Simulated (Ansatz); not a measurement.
**CH₆BFSSi: up Jacob's ladder to CCSD(T)**

One table from this session's results is given with a row withheld; the runs are named, their logs left out.

Method: functionals in def2-TZVPP, the program's frozen cores in correlated methods; program: Ansatz 0.2.0, Gaussian basis.

The runs, in order: PBE-D4, r2SCAN-D4, PBE0-D4, B3LYP-D4, ωB97X-V, ωB97M-V, B2PLYP; CCSD(T)/def2-TZVPP; MP2/def2-QZVPP; extrapolation to the limit.

### The geometry

All runs share one geometry, relaxed beforehand with PBE0-D4 in a triple-zeta def2 set.

SMILES `C[SiH2]B(F)S`, 11 atoms, charge 0, spin multiplicity 1.

Atoms are counted from 1 here; the program's logs count them from 0.

Bond lengths: C1–Si2 1.876 Å, C1–H6 1.093 Å, C1–H7 1.092 Å, C1–H8 1.093 Å, Si2–B3 2.031 Å, Si2–H9 1.491 Å, Si2–H10 1.491 Å, B3–F4 1.330 Å, B3–S5 1.804 Å, S5–H11 1.342 Å. Angles: Si2–C1–H6 111.1°, Si2–C1–H7 110.7°, Si2–C1–H8 111.1°, H6–C1–H7 107.7°, H6–C1–H8 108.4°, H7–C1–H8 107.7°, C1–Si2–B3 112.4°, C1–Si2–H9 110.0°, C1–Si2–H10 110.0°, B3–Si2–H9 108.5°, B3–Si2–H10 108.5°, H9–Si2–H10 107.2°, Si2–B3–F4 120.2°, Si2–B3–S5 124.5°, F4–B3–S5 115.3°, B3–S5–H11 95.8°.

As a file:

```xyz
11
charge 0, multiplicity 1
C    -0.9153    1.1903    0.1148
Si    0.6806    0.3419    0.6181
B     0.9107   -1.4676   -0.2742
F     1.9907   -2.2032   -0.0263
S    -0.2729   -2.1968   -1.4236
H    -0.9457    1.3636   -0.9639
H    -1.0096    2.1594    0.6094
H    -1.7850    0.5896    0.3925
H     0.7110    0.1479    2.0965
H     1.8484    1.1979    0.2603
H    -1.1473   -1.1798   -1.3829
```

Set-up of the first run:

Contents of in.yaml:

```yaml
crystal:
  periodic: [false, false, false]
  atoms:
    - {symbol: C, position_ang: [-0.915289, 1.190326, 0.114754]}
    - {symbol: Si, position_ang: [0.680634, 0.341881, 0.618095]}
    - {symbol: B, position_ang: [0.910690, -1.467644, -0.274224]}
    - {symbol: F, position_ang: [1.990729, -2.203194, -0.026320]}
    - {symbol: S, position_ang: [-0.272947, -2.196791, -1.423622]}
    - {symbol: H, position_ang: [-0.945682, 1.363619, -0.963938]}
    - {symbol: H, position_ang: [-1.009626, 2.159396, 0.609356]}
    - {symbol: H, position_ang: [-1.785029, 0.589553, 0.392524]}
    - {symbol: H, position_ang: [0.710988, 0.147876, 2.096547]}
    - {symbol: H, position_ang: [1.848391, 1.197893, 0.260319]}
    - {symbol: H, position_ang: [-1.147260, -1.179816, -1.382893]}
basis:
  gaussian: {orbitals: def2-TZVPP}
hamiltonian: {xc: pbe, dispersion: d4}
output: {forces: true, orbitals: {seedname: orbitals}}
```

The run is started by

```sh
> ansatz run in.yaml --threads 4 --pin off --events-out ev --progress --plain --max-ram 10444MiB
```

Steps of the session up to this table: PBE-D4 (GGA); r2SCAN-D4 (meta-GGA); PBE0-D4 (hybrid); B3LYP-D4 (hybrid); ωB97X-V (range-separated); ωB97M-V (range-separated); B2PLYP (double hybrid); CCSD(T) in def2-TZVPP; MP2 in def2-QZVPP.

One table of the session follows, with a row left open; its other results are not shown here.

It belongs to the step «Atomisation energies». 

```
            method  atomisation energy (kJ/mol)
            PBE-D4                            ?
         r2SCAN-D4                       3975.0
           PBE0-D4                       3952.4
          B3LYP-D4                       3945.8
           ωB97X-V                       3968.2
           ωB97M-V                       3965.7
            B2PLYP                       3902.4
     HF/def2-TZVPP                       2992.4
    MP2/def2-TZVPP                       3899.0
   CCSD/def2-TZVPP                       3795.5
CCSD(T)/def2-TZVPP                       3847.9
           MP2/CBS                       3993.2
       CCSD(T)/CBS                       3942.1
```

**Question.** Estimate the row for PBE-D4.

**Answer.** atomisation energy (kJ/mol): 4002.9. In the column «atomisation energy (kJ/mol)» it is the highest.
